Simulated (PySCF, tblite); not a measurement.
# AsH₅HfO₃, a small molecule taken as a stand-in for a surface group (hafnium hydroxide): NMR shifts, core binding energies and electronic excitations

Wanted: the NMR shifts, core binding energies and electronic excitations for `[OH][Hf]([OH])([OH])[AsH2]`.

Computed with tblite 0.8.0 and PySCF 2.14.0; each step states its level. No surroundings beyond the atoms listed, unless a continuum is named. Atoms count from 0, parts from 1.

## 1. Starting point

10 atoms, charge 0, multiplicity 1; geometry: distance geometry start.

## 2. Geometry optimisation with GFN2-xTB

The job: settings as JSON, then the geometry in Å.

```
{"job": {"kind": "relax", "xc": "GFN2-xTB", "basis": "xTB"}, "charge": 0, "multiplicity": 1}
O      0.071312     0.907604     1.324375
Hf     1.134867    -0.786523     0.748839
O      0.282820    -2.451896     1.618104
O      3.120199    -0.592009     1.315865
As     1.022981    -1.023674    -1.776790
H     -0.092992     1.698551     0.737089
H      0.200806    -3.341335     1.220489
H      3.457512     0.078948     1.949111
H      2.133565    -1.833300    -2.412794
H     -0.345743    -1.221257    -2.349944
```

With the program's defaults for keys left out, this is: GFN2-xTB geometry optimisation, gas phase.

The run is started by

```
OMP_NUM_THREADS=1 python cluster_run.py task.json out
```

One launch serves the whole session: the jobs run in the order shown.

**Question.** The jobs that follow are: PBE0-D3(BJ)/def2-SVP geometry optimisation, gas phase; GIAO PBE0/pcSseg-1 Hf:def2-SVP NMR shielding, non-relativistic, gas phase; delta-SCF UKS SCAN, pcX-2 on the ionised atom, pcseg-1 elsewhere (x2c-SVPall past Kr), spin-free X2C; TDDFT CAM-B3LYP/def2-SVPD, vertical, gas phase, core orbitals frozen in the response. Predict: rotational constants (main isotopes); $^{1}$H shifts against TMS (PBE0/def2-SVP+pcSseg-1); $^{17}$O shifts against H2O (PBE0/def2-SVP+pcSseg-1, means over atoms taken as alike); $^{75}$As shifts against AsH3 (PBE0/def2-SVP+pcSseg-1); O1s binding energies, SCAN/pcX-2; lowest singlet (CAM-B3LYP/def2-SVPD); brightest single state of those computed; lowest triplet; vertical ionisation energy (ΔSCF).

As calculated:

| quantity | value |
| --- | --- |
| rotational constants (main isotopes) | 2.64, 0.88, 0.88 GHz |
| $^{1}$H shifts against TMS (PBE0/def2-SVP+pcSseg-1) | 2.85, 2.79, 2.74, 1.46, 1.45 ppm |
| $^{17}$O shifts against H2O (PBE0/def2-SVP+pcSseg-1, means over atoms taken as alike) | 184.6, 178.8 ppm |
| $^{75}$As shifts against AsH3 (PBE0/def2-SVP+pcSseg-1) | -17 ppm |
| O1s binding energies, SCAN/pcX-2 | O0 537.83, O2 537.77 eV |
| lowest singlet (CAM-B3LYP/def2-SVPD) | 4.91 eV (253 nm), f = 0.001 |
| brightest single state of those computed | state 5, 6.08 eV, f = 0.249 |
| lowest triplet | 4.46 eV |
| vertical ionisation energy (ΔSCF) | 8.40 eV |

**Reading.** Relaxing lowered the energy by 0.998 eV in 37 steps; the close pair that moved most is Hf1–H6, from 2.472 to 2.873 Å (PBE0/def2-SVP). No frequency check was run at this level, so the end point may be a saddle. At PBE0/def2-SVP+pcSseg-1: The largest span, 345 ppm, is at O0, O3, where the paramagnetic term is -241 ppm. The O1s levels computed lie within 0.07 eV of one another, too close to rank. The first singlet state (HOMO→LUMO+4 0.45, HOMO→LUMO+1 0.32) lies at 4.91 eV and is weak; of the 6 states computed, the strongest absorption comes from state 5 at 6.08 eV. The lowest triplet lies 0.45 eV below the lowest singlet (triplets in Tamm-Dancoff, singlets in full TDDFT). Spin-orbit coupling, left out, mixes singlets and triplets in elements this heavy. The orbital energy would give 7.54 eV for ionisation, ΔSCF gives 8.40 eV. Spin-orbit coupling is left out, which matters for shieldings and couplings at and beside the heavy atoms.
